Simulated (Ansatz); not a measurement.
EuCuAs under changes of volume

One of the cells (21.207 Å³/atom); the others are scaled copies at fixed shape and fractional positions:

```
CELL_PARAMETERS angstrom
4.19879 0.00000 0.00000
-2.09940 3.63626 0.00000
0.00000 0.00000 8.33400
ATOMIC_POSITIONS crystal
Eu 0.00000 0.00000 0.00000
Eu 0.00000 0.00000 0.50000
As 0.66667 0.33333 0.75000
As 0.33333 0.66667 0.25000
Cu 0.33333 0.66667 0.75000
Cu 0.66667 0.33333 0.25000
```

The cell is a database's computed one.

- Program: Ansatz 0.2.0
- Functional: PBEsol
- Potentials or basis: Ansatz PAW
- Cutoff: 420 eV (not typed: the program's choice for these potentials)
- k mesh: 7 × 7 × 4
- Occupations: fermi-dirac, width 0.05 eV
- Spin: collinear spin, ferromagnetic start
- Starting moments: [7.0, 7.0, 0.0, 0.0, 0.6, 0.6] μB

| volume (Å³/atom) | energy over the lowest point (meV/atom) | pressure (GPa) | moment (μB per cell) |
| --- | --- | --- | --- |
| 19.935 | 0.00 | 0.5 | 14.05 |
| 20.359 | 0.85 | -1.1 | 14.05 |
| 20.783 | 5.74 | -2.5 | 14.04 |
| 21.207 | 14.20 | -3.8 | 14.04 |
| 21.631 | ? | ? | ? |
| 22.055 | 40.19 | -5.9 | 14.03 |
| 22.480 | 57.03 | -6.8 | 14.03 |

Q: What does the run at 21.631 Å³/atom give?

A: Energy over the lowest point 25.80 meV/atom; pressure -4.9 GPa; moment 14.03 μB per cell.

Worked out: A Birch-Murnaghan fit of order 3 (a polynomial in V^(-2/3)) to the other rows has its minimum at 20.06 Å³/atom with B0 = V·E''(V) = 79 GPa and B' = 5.0 at fixed shape and positions, which overstates the stiffness. It gives 25.81 meV/atom at 21.631 Å³/atom, against the run's 25.80, and -dE/dV = -4.9 GPa, against -4.9. A straight line through the other rows of the moment, of slope -0.00879 μB per Å³/atom, gives 14.04 μB, against the run's 14.03.

Energies are extrapolated to zero smearing.

Caveats: without U or exact exchange the open f shell lies at the Fermi level, which spoils levels, moments and volumes; the PAW data sets come from PBE, with cores solved anew for the run's functional, which leaves a small shift of forces and pressure.
